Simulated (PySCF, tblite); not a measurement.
# C5H12AlClS: geometry, infrared bands and NMR shifts

Wanted: the infrared bands and NMR shifts of C5H12AlClS (`C[S+](C)[AlH2-][C@@H]1C[C@H]1Cl`), by calculation.

Programs: tblite 0.8.0 and PySCF 2.14.0, with density-fitted response routines of our own. Each step states its level of theory. These are calculated values for one molecule in the gas phase, unless marked as measured. Atoms are numbered from 0 throughout.

## (1) Starting geometry

20 atoms, charge 0, multiplicity 1; geometry from: force field or distance geometry start.

Bonds of the start (Å): C0–S1 1.77, S1–C2 1.76, S1–Al3 2.22, Al3–C4 1.99, C4–C5 1.52, C5–C6 1.50, C6–Cl7 1.77, C6–C4 1.53, C0–H8 1.10, C0–H9 1.11, C0–H10 1.10, C2–H11 1.12, C2–H12 1.08, C2–H13 1.11, Al3–H14 1.58, Al3–H15 1.62, C4–H16 1.11, C5–H17 1.11, C5–H18 1.11, C6–H19 1.10.

## (2) Relaxing the molecule with GFN2-xTB

What the job is given:

```
{"job": {"kind": "relax", "xc": "GFN2-xTB", "basis": "xTB"}, "charge": 0, "multiplicity": 1}
C     -2.822700     1.487500    -0.182000
S     -1.782100     0.189300     0.432900
C     -2.239400    -1.291100    -0.404500
Al     0.299100     0.836800     0.014500
C      1.622000    -0.643000     0.143000
C      2.940800    -0.221600     0.760600
C      2.895900    -0.564100    -0.703100
Cl     3.697800    -2.093500    -1.094300
H     -2.333800     1.971500    -1.037700
H     -3.768700     1.020100    -0.519200
H     -2.954700     2.204800     0.642600
H     -2.715100    -1.062300    -1.391300
H     -1.442300    -2.017900    -0.515800
H     -3.044000    -1.773400     0.192600
H      0.310800     1.561200    -1.387700
H      0.696100     1.883800     1.181600
H      1.284900    -1.652700     0.447300
H      3.411400    -0.932600     1.468500
H      3.014400     0.861500     0.983300
H      2.924400     0.246400    -1.444200
```

Started as:

```console
OMP_NUM_THREADS=1 python probes_run.py task.json out
```

One launch serves the whole session: the jobs run in the order shown.

**Question.** This job is followed by: GFN2-xTB harmonic vibrations, gas phase; GIAO PBE0/pcSseg-1 NMR shielding, non-relativistic, gas phase. What will the session give for the following? strongest single infrared mode (GFN2-xTB); zero-point energy (GFN2-xTB); ¹³C shifts against TMS (PBE0/pcSseg-1); ¹H shifts against TMS (PBE0/pcSseg-1, means over atoms taken as alike); ³³S shifts against CS2 (PBE0/pcSseg-1); ²⁷Al shifts against AlH4- (PBE0/pcSseg-1); ³⁵Cl shifts against HCl (PBE0/pcSseg-1); surface potential, 1st and 99th percentile.

As calculated:

| quantity | value |
| --- | --- |
| strongest single infrared mode (GFN2-xTB) | 787 cm⁻¹, 401 km/mol |
| zero-point energy (GFN2-xTB) | 92.8 kcal/mol |
| ¹³C shifts against TMS (PBE0/pcSseg-1) | 37.9, 28.1, 25.1, 18.5, 4.3 ppm |
| ¹H shifts against TMS (PBE0/pcSseg-1, means over atoms taken as alike) | 3.87, 3.83, 2.61, 2.48, 2.40, 1.02, 0.74, -0.31 ppm |
| ³³S shifts against CS2 (PBE0/pcSseg-1) | -124 ppm |
| ²⁷Al shifts against AlH4- (PBE0/pcSseg-1) | 87.6 ppm |
| ³⁵Cl shifts against HCl (PBE0/pcSseg-1) | 141 ppm |
| surface potential, 1st and 99th percentile | -1.00 V and 1.60 V |

What this shows: Over 122 steps the energy fell by 1.039 eV; of the close pairs, S1–Al3 changed most, 2.219 to 2.453 Å. All 54 modes are real, so the xTB geometry is a minimum. The strongest single mode, at 787 cm⁻¹, moves mainly H14 and H15. Unscaled tight-binding wavenumbers are off by several per cent, some by more. Its intensities can rank the bands wrongly. The most deshielded carbon is C6 (three-membered-ring carbon bearing a halogen), at 37.9 ppm: pulled downfield by the heteroatom. At PBE0/pcSseg-1: The widest tensor belongs to Cl7: span 522 ppm, with a paramagnetic part of -337 ppm.
